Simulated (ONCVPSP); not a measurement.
# An ONCV potential for erbium, from input to tests

Do these settings give a usable potential? It is generated, then checked for transferability, scattering, ghosts and hardness.

Program: ONCVPSP 4.0.1.1 (patched build). Reference atom: LDA (Perdew-Wang 92), scalar-relativistic, spherical and spin-unpolarised. All values are calculated.

15 further runs of the same task are left out: 15 set aside as unsound or not needed.

## Step 1: The design

The settings as typed:

```json
{"element": "erbium (Er, Z = 68)", "type": "optimised norm-conserving Vanderbilt (ONCV)", "frozen core": "[Kr] 4d10", "valence charge": "22", "reference configuration": "4f12 5s2 5p6 6s1 (charge +1)", "partial waves": "5s+6s: rc 2.05 bohr, ncon 4, nbas 7, qcut 6.4 1/bohr, 2 projectors; 5p: rc 1.45 bohr, ncon 5, nbas 8, qcut 6.1 1/bohr, 2 projectors, debl 3.7 Ha; d scattering state at 0.06 Ha: rc 1.60 bohr, ncon 4, nbas 9, qcut 6.4 1/bohr, 2 projectors, debl 2.1 Ha; 4f: rc 0.65 bohr, ncon 4, nbas 7, qcut 16.6 1/bohr, 2 projectors, debl 0.6 Ha", "local potential": "polynomial inside 0.50 bohr (lpopt 5, dvloc0 0 Ha)", "core correction": "Teter function fitted to the true core (icmod 2), fcfact 0.45"}
```

## Step 2: Generation

Er.dat reads:

```
# ATOM AND REFERENCE CONFIGURATION
# atsym  z   nc   nv     iexc    psfile
  Er 68.00    9    4  -001012      upf
#
#   n    l    f
    1    0    2.00
    2    0    2.00
    2    1    6.00
    3    0    2.00
    3    1    6.00
    3    2   10.00
    4    0    2.00
    4    1    6.00
    4    2   10.00
    4    3   12.00
    5    0    2.00
    5    1    6.00
    6    0    1.00
#
# PSEUDOPOTENTIAL AND OPTIMIZATION
# lmax
    3
#
#   l,   rc,      ep,       ncon, nbas, qcut
    0    2.05    0.00    4    7    6.40
    1    1.45    0.00    5    8    6.10
    2    1.60    0.06    4    9    6.40
    3    0.65    0.00    4    7   16.60
#
# LOCAL POTENTIAL
# lloc, lpopt,  rc(5),   dvloc0
    4    5    0.50    0.00
#
# VANDERBILT-KLEINMAN-BYLANDER PROJECTORs
# l, nproj, debl
    0    2    0.40
    1    2    3.70
    2    2    2.10
    3    2    0.60
#
# MODEL CORE CHARGE
# icmod, fcfact, rcfact
    2    0.45    0.80
#
# LOG DERIVATIVE ANALYSIS
# epsh1, epsh2, depsh
   -4.00    5.00    0.02
#
# OUTPUT GRID
# rlmax, drl
    6.00    0.01
#
# TEST CONFIGURATIONS
# ncnf
    4
# nvcnf
#   n    l    f
    4
    4    3   12.00
    5    0    2.00
    5    1    6.00
    6    0    2.00
#
    4
    4    3   12.00
    5    0    2.00
    5    1    6.00
    6    0    0.00
#
    4
    4    3   11.00
    5    0    2.00
    5    1    6.00
    6    0    0.00
#
    5
    4    3   12.00
    5    0    2.00
    5    1    6.00
    6    0    0.00
    5    2    1.00
#
```

Launch:

```console
$ oncvpsp.x < Er.dat > Er.out
```

Before running it: what results should come out? Wanted: cutoffs for 1 and 0.1 mHa per electron, occupied waves; bound ghosts; GHOST(+) flags; largest miss of a reference level; largest test error; largest phase difference near zero energy, channels read; rms error of d²Exc/dn², without and with the model core; projector energies reset by the program.

As calculated:

```
                                                quantity                                                               value
  cutoffs for 1 and 0.1 mHa per electron, occupied waves                                                   499 Ha and 681 Ha
                                            bound ghosts  s at -1307.73 eV, s at -41.99 eV, p at -603.54 eV, d at -104.73 eV
                                          GHOST(+) flags                                           f at 128 eV, f at 3420 eV
                       largest miss of a reference level                                                         17 meV (4f)
                            largest test error (AE − PS)                                       +19 meV, for 4f11 5s2 5p6 6s0
largest phase difference near zero energy, channels read                                                           0.002 rad
 rms error of d²Exc/dn², without and with the model core                                                   6.05 and 1.89 mHa
                 projector energies reset by the program                                                  d: 0.050, 2.150 Ha
```

A bound ghost (s, p, d) makes it unfit for use: electrons can fall into a state that the atom doesn't have. The worst unpolarised test, 4f11 5s2 5p6 6s0, is off by 19 meV on 38.7 eV; by total energies transferability rates as good. Atomic tests can pass in spite of a ghost, since they solve only for the levels asked. By its cutoff, 499 Ha for the looser tolerance, it is very hard. At the looser tolerance the 4f wave is the slowest; 5p needs 43 Ha. Near zero energy the phases of the channels with partial waves agree within 0.002 rad. The pseudo curves have poles with no partner nearby in the atom's: s at -1.54 Ha, d at -3.84 Ha. The program also flags highly localised states, GHOST(+) (f). All of this concerns the isolated atom, not yet a solid.
